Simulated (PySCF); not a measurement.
# BCl2F (SMILES FB(Cl)Cl) at PBE0/STO-6G

What is the vertical singlet–triplet gap of BCl2F at PBE0/STO-6G? 

The calculation is run with PySCF 2.14.0.

4 further runs of the same task are left out: 4 set aside as unsound or not needed.

### Step 1. Starting point

The species is BCl2F (4 atoms), meant as a singlet with charge 0. As SMILES, `FB(Cl)Cl`. The coordinates come from a GFN2-xTB relaxation.

Bond lengths: B1–Cl2 1.712 Å, B1–Cl3 1.712 Å, B1–F4 1.323 Å. Angles: Cl2–B1–Cl3 123.6°, Cl2–B1–F4 118.2°, Cl3–B1–F4 118.2°.

### Step 2. The energy at PBE0/STO-6G

The input, run.py:

```python
from pyscf import gto, dft

mol = gto.Mole()
mol.atom = [
    ('B', (-0.037880, -0.063210, -0.000480)),
    ('Cl', (1.671570, -0.146640, 0.013750)),
    ('Cl', (-0.914230, 1.407130, -0.016990)),
    ('F', (-0.719460, -1.197280, 0.003720)),
]
mol.basis = 'sto-6g'
mol.max_memory = 1860
mol.verbose = 3
mol.charge = 0
mol.build()

myscf = dft.RKS(mol)
myscf.xc = 'pbe0'
myscf.conv_tol = 1e-10
myscf.grids.level = 5
myscf.kernel()
if not myscf.converged:
    myscf = myscf.newton().run(myscf.mo_coeff, myscf.mo_occ)

e_final = myscf.e_tot
print('Final energy', e_final)
```

Launch:

```sh
$ OMP_NUM_THREADS=1 python run.py
```

Output:

```text
converged SCF energy = -1041.10961032918
Final energy -1041.1096103291843
```

Run time: 5.1 s. Hardware: 1 thread of Intel Xeon Platinum 8488C (Sapphire Rapids), shared host; peak memory 0.23 GiB.

### Step 3. The triplet at the same level

The input, job.py:

```python
from pyscf import gto, dft

molecule = gto.Mole()
molecule.atom = '''
B     -0.071583    -0.119450    -0.000907
Cl     3.158809    -0.277109     0.025984
Cl    -1.727644     2.659090    -0.032106
F     -1.359582    -2.262531     0.007030
'''
molecule.verbose = 3
molecule.max_memory = 1860
molecule.spin = 2
molecule.basis = 'sto-6g'
molecule.unit = 'bohr'
molecule.charge = 0
molecule.build()

mf = dft.UKS(molecule, xc='pbe0')
mf.conv_tol = 1e-10
mf.grids.level = 5
mf.kernel()
if not mf.converged:
    mf = mf.newton().run(mf.mo_coeff, mf.mo_occ)

e_tot = mf.e_tot
print('Final energy', e_tot)
```

Launch:

```sh
$ OMP_NUM_THREADS=1 python job.py
```

Output:

```text
WARN: HOMO -0.00711291689467419 >= LUMO -0.422926234721279

WARN: HOMO 0.032029444576827 >= LUMO -0.110691448571939

WARN: HOMO -0.0283951860034877 >= LUMO -0.226601642508389

WARN: HOMO -0.0298889600098333 >= LUMO -0.221800077180223

WARN: HOMO -0.0261272390648533 >= LUMO -0.219206166606935

WARN: HOMO -0.0286286802904301 >= LUMO -0.21953318202973

WARN: HOMO -0.0292186855560734 >= LUMO -0.219987537222895

WARN: HOMO -0.0294667886833928 >= LUMO -0.220213785044706

WARN: HOMO -0.0295120867128175 >= LUMO -0.220233170100688

WARN: HOMO -0.0295249325945593 >= LUMO -0.220234013784607

WARN: HOMO -0.0295261063906364 >= LUMO -0.220234623629518

WARN: HOMO -0.0295259997663565 >= LUMO -0.220234608144342

WARN: HOMO -0.0295259443627673 >= LUMO -0.220234543471833

converged SCF energy = -1040.84528252555  <S^2> = 2.0034575  2S+1 = 3.0023041
Final energy -1040.8452825255472
```

Run time: 9 s. Hardware: 1 thread of Intel Xeon Platinum 8488C (Sapphire Rapids), shared host; peak memory 0.24 GiB.

### Step 4. Summary of results

Level: PBE0/STO-6G.

| quantity | value |
| --- | --- |
| singlet: total energy | -1041.10961 Eh |
| singlet: dipole moment | 1.18 D |
| singlet: HOMO energy | -7.90 eV |
| singlet: LUMO energy | 1.29 eV |
| singlet: HOMO–LUMO gap | 9.19 eV |
| triplet: total energy | -1040.84528 Eh |
| triplet: dipole moment | 1.08 D |
| triplet: HOMO energy (highest over α and β) | -0.80 eV |
| triplet: ⟨S²⟩ | 2.003 |
| vertical energy of the triplet above the singlet | 7.193 eV |

**Reading.** At this shape the triplet lies 7.19 eV (166 kcal/mol) above the singlet. In a minimal basis such a difference can be off by several eV, whatever the method. Mulliken charges (triplet) run from -0.08 on Cl2 to +0.13 on B1.
